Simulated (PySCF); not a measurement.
# C5H7FGaN: the cost of one run

Programs: PySCF 2.14.0, with routines of our own; each step states its level. All values are computed. Atoms count from 0.

### Step 1. The system as given

15 atoms, charge 0, multiplicity 1; geometry from: GFN2-xTB.

### Step 2. Magnetic properties: GIAO BHandHLYP/pcSseg-1

What the job is given:

```
{"job": {"kind": "mag", "xc": "BHandHLYP", "basis": "pcSseg-1", "isotopologues": 2}, "charge": 0, "multiplicity": 1}
C      2.101848    -1.164599     0.013382
C      1.810673     0.216016    -0.137828
N      1.565832     1.332311    -0.257706
Ga    -0.020389     2.649113    -0.328305
C     -1.276078     1.156014    -0.067403
C     -1.775411     0.064277     0.098359
C     -2.298256    -1.275559     0.298059
F     -1.248479    -2.188505     0.337653
H      1.157325    -1.699083     0.139998
H      2.726078    -1.321708     0.892519
H      2.612376    -1.540485    -0.872785
H      0.128414     3.198298    -1.757970
H      0.285204     3.533121     0.893524
H     -2.948347    -1.585062    -0.528412
H     -2.825203    -1.366158     1.255003
```

Method: GIAO BHandHLYP/pcSseg-1 magnetisability, rotational g tensor and spin-rotation constants, non-relativistic, gas phase.

Run with:

```bash
$ OMP_NUM_THREADS=1 python excited_run.py task.json out
```

One launch serves the whole session: the jobs run in the order shown.

**Question.** How long does this first job take on 1 thread of Arm Neoverse N1, shared host, and how much memory does it need?

About 63 s, with a peak of 0.86 GiB.
